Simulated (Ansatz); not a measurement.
# LaFeSiO (P4/nmm): equation of state

Aim: the bulk modulus of LaFeSiO (P4/nmm) from energies at several volumes around the relaxed one, with shape and atoms relaxed at each.

Program: Ansatz 0.2.0. Level of theory: DFT PBE, scalar-relativistic, plane waves, PAW. These are calculated values, not measurements.

Spin polarisation is switched off on purpose; where the compound carries moments, volume, stiffness and gap are then not the real material's.

## (1) The structure to begin with

It takes space group P4/nmm (No. 129, tetragonal). The conventional cell has a = 4.118 Å, b = 4.118 Å, c = 8.139 Å, α = 90.00°, β = 90.00°, γ = 90.00°. La (site symmetry 4mm) has 4 O at 2.39 Å as nearest neighbours. Fe (site symmetry -4m2) is surrounded by 4 Si at 2.24 Å. Around Si (site symmetry 4mm) lie 4 Fe at 2.24 Å. O (site symmetry -4m2) is surrounded by 4 La at 2.39 Å.

As a file:

```
La Fe Si O
1.0
     4.11830    0.00000    0.00000
     0.00000    4.11830    0.00000
     0.00000    0.00000    8.13864
La Fe Si O
2 2 2 2
Direct
  0.50000 0.00000 0.14942
  0.00000 0.50000 0.85058
  0.00000 0.00000 0.50000
  0.50000 0.50000 0.50000
  0.50000 0.00000 0.60738
  0.00000 0.50000 0.39262
  0.00000 0.00000 0.00000
  0.50000 0.50000 0.00000
```

An earlier run at PBE left this cell at 17.254 Å³/atom and -0.02 GPa (8×8×4 mesh).

Volume factors to run: 0.980, 1.020, 0.960, 1.040.

## (2) Scaling the volume by 0.980

The input, input.yaml:

```yaml
crystal:
  lattice:
    - [4.0906623531, 0.0, 0.0]
    - [0.0, 4.0906623531, 0.0]
    - [0.0, 0.0, 8.0840161768]
  atoms:
    - { symbol: La, position: [0.5, 0.0, 0.1494189047] }
    - { symbol: La, position: [0.0, 0.5, 0.8505810953] }
    - { symbol: Fe, position: [0.0, 0.0, 0.5] }
    - { symbol: Fe, position: [0.5, 0.5, 0.5] }
    - { symbol: Si, position: [0.5, 0.0, 0.6073815951] }
    - { symbol: Si, position: [0.0, 0.5, 0.3926184049] }
    - { symbol: O, position: [0.0, 0.0, 0.0] }
    - { symbol: O, position: [0.5, 0.5, 0.0] }
basis:
  ecutwfc: 420
  ecutrho_ratio: 4
kpoints:
  mp_grid: { grid: [8, 8, 4] }
hamiltonian:
  xc: pbe
scf:
  occupations: { method: gaussian, width: 0.05 }
output:
  forces: true
  stress: true
  eigenvalues: true
relax:
  f_tol: 0.01
  max_steps: 40
  cell: { stress_tol: 0.1, fix: [volume] }
```

Run with:

```
ansatz run input.yaml --threads 2 --pin off --max-ram 5120MiB --backend cpu --events-out ev --progress --plain --runs-dir out
```

Further steps of the session: Volume × 1.020; Scaling the volume by 0.960; At 1.040 of the relaxed volume.

Q: Predict the outcome of this session. Wanted: V0; B0; B0′; scatter of the fit.

**Answer**, as computed:

```
          quantity           value
                V0  17.250 Å³/atom
                B0          88 GPa
               B0′             4.6
scatter of the fit  0.002 meV/atom
```

The fitted minimum lies at 17.25 Å³/atom, and the bulk modulus is 88 GPa. One per cent of compression takes about 0.88 GPa. These are values at 0 K without zero-point motion. Spin polarisation wasn't allowed in this run.
